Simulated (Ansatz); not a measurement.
**Si₃GeH₁₀: up Jacob's ladder to CCSD(T)**

Aim: compute Si₃GeH₁₀ with functionals from several rungs and with coupled cluster. The yardstick is the atomisation energy at the CCSD(T) limit.

The runs use Ansatz 0.2.0, Gaussian basis; functionals in def2-TZVPP, the program's frozen cores in correlated methods.

Plan: LDA (SPW92), PBE-D4, revPBE-D4, BLYP-D4, r2SCAN-D4, B97M-V, PBE0-D4, B3LYP-D4, r2SCANh-D4, r2SCAN0-D4, HSE06-D4, BHLYP-D4, CAM-B3LYP-D4, LC-ωPBE, ωB97X-V, ωB97M-V, B2PLYP, PBE-QIDH; CCSD(T)/def2-SVP; CCSD(T)/def2-TZVPP; MP2/def2-QZVPP; extrapolation to the limit; RPA on PBE.

## (1) The geometry

The geometry comes from an earlier relaxation with PBE0-D4 in a triple-zeta def2 set; it is a stationary point, not always the lowest conformer.

SMILES `[SiH3][SiH2][GeH2][SiH3]`, 14 atoms, charge 0, spin multiplicity 1.

Atoms are counted from 1 here; the program's logs count them from 0.

Bond lengths: Si1–Si2 2.337 Å, Si1–H5 1.488 Å, Si1–H6 1.488 Å, Si1–H7 1.488 Å, Si2–Ge3 2.381 Å, Si2–H8 1.489 Å, Si2–H9 1.490 Å, Ge3–Si4 2.379 Å, Ge3–H10 1.541 Å, Ge3–H11 1.541 Å, Si4–H12 1.487 Å, Si4–H13 1.487 Å, Si4–H14 1.487 Å. Angles: Si2–Si1–H5 109.5°, Si2–Si1–H6 111.6°, Si2–Si1–H7 109.7°, H5–Si1–H6 108.7°, H5–Si1–H7 108.5°, H6–Si1–H7 108.8°, Si1–Si2–Ge3 109.5°, Si1–Si2–H8 110.2°, Si1–Si2–H9 109.6°, Ge3–Si2–H8 110.3°, Ge3–Si2–H9 109.0°, H8–Si2–H9 108.2°, Si2–Ge3–Si4 110.3°, Si2–Ge3–H10 110.4°, Si2–Ge3–H11 109.1°, Si4–Ge3–H10 110.0°, Si4–Ge3–H11 109.3°, H10–Ge3–H11 107.7° and more.

Coordinates:

```xyz
14

Si   -1.71393    0.68829    1.52306
Si   -0.24506   -1.10011    1.19893
Ge    1.55421   -0.40746   -0.19897
Si    0.72185    0.42456   -2.26672
H    -2.27391    1.11517    0.21230
H    -2.83741    0.31701    2.42459
H    -0.98116    1.83757    2.11954
H     0.27409   -1.58268    2.50896
H    -0.96496   -2.22535    0.53966
H     2.51987   -1.58072   -0.45363
H     2.34744    0.70396    0.51556
H    -0.10195   -0.61881   -2.93297
H     1.83286    0.81284   -3.17525
H    -0.13194    1.61572   -2.01506
```

## (2) LDA

This LDA is Slater exchange with PW92 correlation.

in.yaml reads:

```yaml
crystal:
  periodic: [false, false, false]
  atoms:
    - {symbol: Si, position_ang: [-1.713926, 0.688289, 1.523061]}
    - {symbol: Si, position_ang: [-0.245064, -1.100106, 1.198933]}
    - {symbol: Ge, position_ang: [1.554210, -0.407460, -0.198972]}
    - {symbol: Si, position_ang: [0.721848, 0.424563, -2.266719]}
    - {symbol: H, position_ang: [-2.273908, 1.115168, 0.212299]}
    - {symbol: H, position_ang: [-2.837406, 0.317010, 2.424587]}
    - {symbol: H, position_ang: [-0.981163, 1.837566, 2.119537]}
    - {symbol: H, position_ang: [0.274091, -1.582675, 2.508965]}
    - {symbol: H, position_ang: [-0.964963, -2.225354, 0.539663]}
    - {symbol: H, position_ang: [2.519870, -1.580724, -0.453629]}
    - {symbol: H, position_ang: [2.347444, 0.703957, 0.515562]}
    - {symbol: H, position_ang: [-0.101950, -0.618805, -2.932973]}
    - {symbol: H, position_ang: [1.832862, 0.812842, -3.175247]}
    - {symbol: H, position_ang: [-0.131936, 1.615719, -2.015057]}
basis:
  gaussian: {orbitals: def2-TZVPP}
hamiltonian: {xc: lda}
output: {orbitals: {seedname: orbitals}}
```

Launch:

```console
ansatz run in.yaml --threads 4 --pin off --events-out ev --progress --plain --max-ram 11315MiB
```

After this run come: PBE-D4 (GGA); revPBE-D4 (GGA); BLYP-D4 (GGA); r2SCAN-D4 (meta-GGA); B97M-V (meta-GGA); B3LYP-D4 (hybrid); r2SCANh-D4 (hybrid); r2SCAN0-D4 (hybrid); HSE06-D4 (hybrid); BHLYP-D4 (hybrid); CAM-B3LYP-D4 (range-separated); LC-ωPBE (range-separated); ωB97X-V (range-separated); ωB97M-V (range-separated); B2PLYP (double hybrid); PBE-QIDH (double hybrid); CCSD(T) in def2-SVP; CCSD(T) in def2-TZVPP; MP2 in def2-QZVPP; RPA on PBE orbitals.

**Question.** What will the summary of the whole plan be? Wanted: atomisation energy, CCSD(T)/CBS; farthest beyond LDA; mean size of error, GGA; mean size of error, meta-GGA; mean size of error, hybrid; mean size of error, range-separated; mean size of error, double hybrid; gap, smallest and largest; T1 diagnostic.

The runs gave:

```
                               quantity                                                                                          value
        atomisation energy, CCSD(T)/CBS                                                                                      40.920 eV
    functionals within 0.409 eV (1.0 %)  r2SCAN-D4, B97M-V, B3LYP-D4, r2SCANh-D4, r2SCAN0-D4, BHLYP-D4, CAM-B3LYP-D4, ωB97X-V, ωB97M-V
                    farthest beyond LDA                                                                          revPBE-D4 (-1.311 eV)
                mean size of error, GGA                                                                                       1.015 eV
           mean size of error, meta-GGA                                                                                       0.197 eV
             mean size of error, hybrid                                                                                       0.436 eV
    mean size of error, range-separated                                                                                       0.405 eV
      mean size of error, double hybrid                                                                                       0.806 eV
              gap, smallest and largest                                                      5.61 eV (LDA (SPW92)), 12.08 eV (LC-ωPBE)
                          T1 diagnostic                                                                                         0.0127
triples share of the correlation energy                                                                                          3.4 %
```

**Reading.** The LDA atomisation energy is off by 3.783 eV (9 %): it overbinds. PBE-D4 is off by -0.849 eV. Double hybrids carry the basis error of their MP2 part in triple zeta, and no dispersion term here, so their miss is partly the set-up's. The rungs meta-GGA, range-separated miss on average by less than the doubt on the reference (0.409 eV), so they tie. Misses under about 0.409 eV are within the doubt on the reference itself, which lacks core-valence correlation, relativity and higher excitations, and its outer-core shells are covered unevenly. Hartree-Fock recovers 76 % of the binding; the rest is correlation. CCSD(T) in def2-SVP is off by -2.805 eV, worse than the median functional, from the basis alone. Orbital gaps span 5.6 to 12.1 eV; exact exchange widens them. Correlated methods include outer-core shells of Ge, which these sets cover unevenly.
